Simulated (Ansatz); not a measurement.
# CH4ClGa (SMILES [CH3][GaH][Cl]): HF/3-21G

Aim: the electronic atomisation energy of CH4ClGa at HF/3-21G, from 5 runs. 

The results are computed with Ansatz 0.2.0.

62 further runs of the same task are left out: 62 set aside as unsound or not needed. Runs told in other sessions of the task aren't counted.

## (1) Starting point

CH4ClGa has 7 atoms, charge 0, and is taken as a singlet. SMILES: `[CH3][GaH][Cl]`. The coordinates come from a PBE0-D4/def2-TZVP relaxation.

Bond lengths: C1–Ga2 1.952 Å, Ga2–Cl3 2.160 Å, C1–H4 1.093 Å, C1–H5 1.089 Å, C1–H6 1.093 Å, Ga2–H7 1.560 Å. Angles: C1–Ga2–Cl3 116.2°, C1–Ga2–H7 130.1°, Cl3–Ga2–H7 113.7°, Ga2–C1–H4 110.2°, Ga2–C1–H5 110.9°, Ga2–C1–H6 109.9°, H4–C1–H5 109.3°, H4–C1–H6 107.4°, H5–C1–H6 109.1°.

## (2) A single-point energy at HF/3-21G

File run.yaml:

```yaml
crystal:
  periodic: [false, false, false]
  atoms:
    - {symbol: C, position_ang: [-0.730500, 0.588300, -0.200700]}
    - {symbol: Ga, position_ang: [0.846300, -0.538100, 0.035700]}
    - {symbol: Cl, position_ang: [0.865000, -1.794800, 1.792800]}
    - {symbol: H, position_ang: [-0.435900, 1.637200, -0.283800]}
    - {symbol: H, position_ang: [-1.418300, 0.473600, 0.636300]}
    - {symbol: H, position_ang: [-1.245900, 0.318700, -1.126000]}
    - {symbol: H, position_ang: [2.119300, -0.684800, -0.854300]}
basis:
  gaussian: {orbitals: 3-21G-spherical.json}
hamiltonian: {xc: hf}
accuracy: high
output: {orbitals: {seedname: orbitals}}
```

The basis set 3-21G is read from a file made from the Basis Set Exchange's data (not shown).

Launch:

```console
$ ansatz run run.yaml --threads 1 --pin off --max-ram 3480MiB --events-out events.jsonl --progress --plain --runs-dir runs
```

Standard output:

```text
Warning: RAYON_NUM_THREADS=1 ignored (pool sized by the plan → 1); use --threads N
Functional definition: HF
  name "HF"
  exchange = exact_x
  correlation = 0
1029 factors; integrals over basis functions are off by at most 9.0e-9 eV
mean field evaluation 1: about -65610.1575 eV, gradient 2.1e1 eV
mean field evaluation 2: about -65610.2764 eV, gradient 2.1e1 eV
mean field evaluation 4: about -65611.5905 eV, gradient 1.5e0 eV
mean field evaluation 8: about -65611.6038 eV, gradient 3.4e-3 eV
mean field -65611.60384907 eV, -2411.1819683110 hartree, gradient 2.4e-8 eV, S^2 0.000000; 0 other end points of the search recorded, 0 dependent functions left out
reference -65611.60384907 eV, -2411.1819683110 hartree; 29, 29 occupied and 23, 23 virtual orbitals, 1029 factors
Total energy: -65611.60384907 eV, -2411.1819683110 hartree
```

Run time: 0.46 s. Hardware: 1 thread of Intel Xeon 6975P-C (Granite Rapids), shared host; peak memory 0.13 GiB.

## (3) The C atom at the same level

File job.yaml:

```yaml
crystal:
  periodic: [false, false, false]
  atoms:
    - {symbol: C, position_ang: [0.000000, 0.000000, 0.000000]}
basis:
  gaussian: {orbitals: 3-21G.json}
magnetization: {spin_polarized: true, initial_magnetization: 2}
hamiltonian: {xc: hf}
accuracy: high
```

The basis set 3-21G is read from a file made from the Basis Set Exchange's data (not shown).

Run the same way, it converges to -37.48107 Eh (log not shown).

## (4) The Cl atom

File job.yaml:

```yaml
crystal:
  periodic: [false, false, false]
  atoms:
    - {symbol: Cl, position_ang: [0.000000, 0.000000, 0.000000]}
basis:
  gaussian:
    orbitals: 3-21G.json
hamiltonian:
  xc: hf
magnetization:
  spin_polarized: true
  initial_magnetization: 1
accuracy: high
```

The basis set 3-21G is read from a file made from the Basis Set Exchange's data (not shown).

Launch:

```console
$ ansatz run job.yaml --threads 1 --pin off --max-ram 3480MiB --events-out events.jsonl --progress --plain --runs-dir runs
```

Standard output:

```text
Warning: RAYON_NUM_THREADS=1 ignored (pool sized by the plan → 1); use --threads N
[... 4 set-up lines as earlier in the session ...]
77 factors; integrals over basis functions are off by at most 2.5e-9 eV
mean field evaluation 1: about -12443.0941 eV, gradient 2.3e0 eV
mean field evaluation 2: about -12443.0959 eV, gradient 2.2e0 eV
mean field evaluation 4: about -12443.1283 eV, gradient 2.2e-1 eV
mean field evaluation 8: about -12443.1289 eV, gradient 2.9e-3 eV
mean field evaluation 16: about -12443.1234 eV, gradient 6.8e-1 eV
mean field evaluation 32: about -12443.1289 eV, gradient 9.0e-3 eV
mean field -12443.12887118 eV, -457.2765517601 hartree, gradient 6.4e-8 eV, S^2 0.750372; 0 other end points of the search recorded, 0 dependent functions left out
reference -12443.12887118 eV, -457.2765517601 hartree; 9, 8 occupied and 4, 5 virtual orbitals, 77 factors
Total energy: -12443.12887118 eV, -457.2765517601 hartree
```

Wall time 0.04 s (1 thread of Intel Xeon 6975P-C (Granite Rapids), shared host).

## (5) The Ga atom, same level

File job.yaml:

```yaml
crystal:
  periodic: [false, false, false]
  atoms:
    - {symbol: Ga, position_ang: [0.000000, 0.000000, 0.000000]}
basis:
  gaussian:
    orbitals: 3-21G-spherical.json
magnetization:
  spin_polarized: true
  initial_magnetization: 1
hamiltonian:
  xc: hf
accuracy: high
```

The basis set 3-21G is read from a file made from the Basis Set Exchange's data (not shown).

Run the same way, it converges to -1913.79018 Eh (log not shown).

## (6) The H atom, same level

File molecule.yaml:

```yaml
crystal:
  periodic: [false, false, false]
  atoms:
    - symbol: H
      position_ang: [0.000000, 0.000000, 0.000000]
basis:
  gaussian:
    orbitals: 3-21G.json
magnetization:
  spin_polarized: true
  initial_magnetization: 1
accuracy: high
hamiltonian:
  xc: hf
```

The basis set 3-21G is read from a file made from the Basis Set Exchange's data (not shown).

Run the same way, it converges to -0.49620 Eh (log not shown).

## (7) What came out

At HF/3-21G:

| quantity | value |
| --- | --- |
| molecule: total energy | -2411.18197 Eh |
| molecule: HOMO energy | -11.16 eV |
| molecule: LUMO energy | 1.30 eV |
| molecule: HOMO–LUMO gap | 12.46 eV |
| C atom: total energy | -37.48107 Eh |
| C atom: ⟨S²⟩ | 2.001 |
| Cl atom: total energy | -457.27655 Eh |
| Cl atom: ⟨S²⟩ | 0.750 |
| Ga atom: total energy | -1913.79018 Eh |
| Ga atom: ⟨S²⟩ | 0.750 |
| H atom: total energy | -0.49620 Eh |
| H atom: ⟨S²⟩ | 0.750 |
| electronic atomisation energy | 17.670 eV |

What this shows: Taking the molecule apart into free atoms costs 17.67 eV (407 kcal/mol), before zero-point energy and without spin-orbit coupling. Hartree–Fock lacks the correlation of the bonding pairs, which as a rule makes this value much too low; in minimal bases other errors can mask that. The basis has no polarisation functions, which makes bonds too weak.
